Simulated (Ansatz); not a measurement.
**Si₃GeH₁₀: one species, many methods**

An exercise on one series of results from a longer session: the logs are not shown, and one member is left open.

Method: functionals in def2-TZVPP, the program's frozen cores in correlated methods; program: Ansatz 0.2.0, Gaussian basis.

Plan: LDA (SPW92), PBE-D4, revPBE-D4, BLYP-D4, r2SCAN-D4, B97M-V, PBE0-D4, B3LYP-D4, r2SCANh-D4, r2SCAN0-D4, HSE06-D4, BHLYP-D4, CAM-B3LYP-D4, LC-ωPBE, ωB97X-V, ωB97M-V, B2PLYP, PBE-QIDH; CCSD(T)/def2-SVP; CCSD(T)/def2-TZVPP; MP2/def2-QZVPP; extrapolation to the limit; RPA on PBE.

## Structure used throughout

All runs share one geometry, relaxed beforehand with PBE0-D4 in a triple-zeta def2 set.

SMILES `[SiH3][GeH]([SiH3])[SiH3]`, 14 atoms, charge 0, spin multiplicity 1.

Atoms are counted from 1 here; the program's logs count them from 0.

Bond lengths: Si1–Ge2 2.379 Å, Si1–H5 1.487 Å, Si1–H6 1.487 Å, Si1–H7 1.487 Å, Ge2–Si3 2.379 Å, Ge2–Si4 2.379 Å, Ge2–H8 1.543 Å, Si3–H9 1.487 Å, Si3–H10 1.487 Å, Si3–H11 1.487 Å, Si4–H12 1.487 Å, Si4–H13 1.487 Å, Si4–H14 1.487 Å. Angles: Ge2–Si1–H5 110.7°, Ge2–Si1–H6 110.6°, Ge2–Si1–H7 109.2°, H5–Si1–H6 108.9°, H5–Si1–H7 108.7°, H6–Si1–H7 108.7°, Si1–Ge2–Si3 110.0°, Si1–Ge2–Si4 109.9°, Si1–Ge2–H8 109.0°, Si3–Ge2–Si4 110.0°, Si3–Ge2–H8 109.0°, Si4–Ge2–H8 109.0°, Ge2–Si3–H9 109.2°, Ge2–Si3–H10 110.6°, Ge2–Si3–H11 110.7°, H9–Si3–H10 108.7°, H9–Si3–H11 108.7°, H10–Si3–H11 108.9° and more.

As a file:

```mol
GeH10Si3
  3D, bonds by distance, orders not assigned

 14 13  0  0  0  0  0  0  0  0999 V2000
   -1.5306    1.5293   -0.6184 Si  0  0
   -0.3717   -0.2121    0.5139 Ge  0  0
    1.7038    0.6004    1.3445 Si  0  0
    0.0038   -2.0342   -0.9682 Si  0  0
   -2.8330    1.0388   -1.1424 H   0  0
   -1.7807    2.6739    0.2974 H   0  0
   -0.7043    2.0032   -1.7606 H   0  0
   -1.2308   -0.6984    1.6997 H   0  0
    2.5352    1.0708    0.2046 H   0  0
    1.4861    1.7375    2.2778 H   0  0
    2.4399   -0.4755    2.0601 H   0  0
    0.7339   -3.1299   -0.2770 H   0  0
    0.8217   -1.5676   -2.1194 H   0  0
   -1.2862   -2.5654   -1.4831 H   0  0
  1  2  8  0
  2  3  8  0
  2  4  8  0
  1  5  8  0
  1  6  8  0
  1  7  8  0
  2  8  8  0
  3  9  8  0
  3 10  8  0
  3 11  8  0
  4 12  8  0
  4 13  8  0
  4 14  8  0
M  END
```

The first run:

The input, in.yaml:

```yaml
crystal:
  periodic: [false, false, false]
  atoms:
    - {symbol: Si, position_ang: [-1.530635, 1.529293, -0.618434]}
    - {symbol: Ge, position_ang: [-0.371656, -0.212089, 0.513890]}
    - {symbol: Si, position_ang: [1.703817, 0.600410, 1.344520]}
    - {symbol: Si, position_ang: [0.003777, -2.034211, -0.968218]}
    - {symbol: H, position_ang: [-2.833025, 1.038757, -1.142381]}
    - {symbol: H, position_ang: [-1.780654, 2.673909, 0.297385]}
    - {symbol: H, position_ang: [-0.704317, 2.003195, -1.760597]}
    - {symbol: H, position_ang: [-1.230811, -0.698355, 1.699682]}
    - {symbol: H, position_ang: [2.535166, 1.070843, 0.204575]}
    - {symbol: H, position_ang: [1.486112, 1.737478, 2.277810]}
    - {symbol: H, position_ang: [2.439855, -0.475470, 2.060107]}
    - {symbol: H, position_ang: [0.733869, -3.129915, -0.276981]}
    - {symbol: H, position_ang: [0.821726, -1.567564, -2.119370]}
    - {symbol: H, position_ang: [-1.286223, -2.565382, -1.483089]}
basis:
  gaussian: {orbitals: def2-TZVPP}
hamiltonian: {xc: lda}
output: {orbitals: {seedname: orbitals}}
```

The run is started by

```
$ ansatz run in.yaml --threads 4 --pin off --events-out ev --progress --plain --max-ram 11315MiB
```

Steps of the session up to this table: LDA; PBE-D4 (GGA); revPBE-D4 (GGA); BLYP-D4 (GGA); r2SCAN-D4 (meta-GGA); B97M-V (meta-GGA); PBE0-D4 (hybrid); B3LYP-D4 (hybrid); r2SCANh-D4 (hybrid); r2SCAN0-D4 (hybrid); HSE06-D4 (hybrid); BHLYP-D4 (hybrid); CAM-B3LYP-D4 (range-separated); LC-ωPBE (range-separated); ωB97X-V (range-separated); ωB97M-V (range-separated); B2PLYP (double hybrid); PBE-QIDH (double hybrid).

One table of the session follows, with a row left open; its other results are not shown here.

It belongs to the step «Orbital energies across the functionals». 

| functional | HOMO (eV) | gap (eV) |
| --- | --- | --- |
| LDA (SPW92) | -6.96 | 5.71 |
| PBE-D4 | -6.88 | 5.88 |
| revPBE-D4 | -6.84 | 5.94 |
| BLYP-D4 | -6.71 | 5.84 |
| r2SCAN-D4 | -7.13 | 6.45 |
| B97M-V | -7.28 | 6.42 |
| PBE0-D4 | -7.91 | 7.73 |
| B3LYP-D4 | -7.70 | 7.32 |
| r2SCANh-D4 | -7.50 | 7.10 |
| r2SCAN0-D4 | -8.06 | 8.07 |
| HSE06-D4 | -7.52 | 6.98 |
| BHLYP-D4 | -8.82 | 9.52 |
| CAM-B3LYP-D4 | -9.10 | 9.88 |
| LC-ωPBE | -10.38 | 12.26 |
| ωB97X-V | ? | ? |
| ωB97M-V | -9.86 | 11.29 |

Q: Estimate the row for ωB97X-V from the others.

As computed: HOMO (eV): -10.07; gap (eV): 11.84. In the column «HOMO (eV)» it lies between LC-ωPBE (-10.38) and ωB97M-V (-9.86).
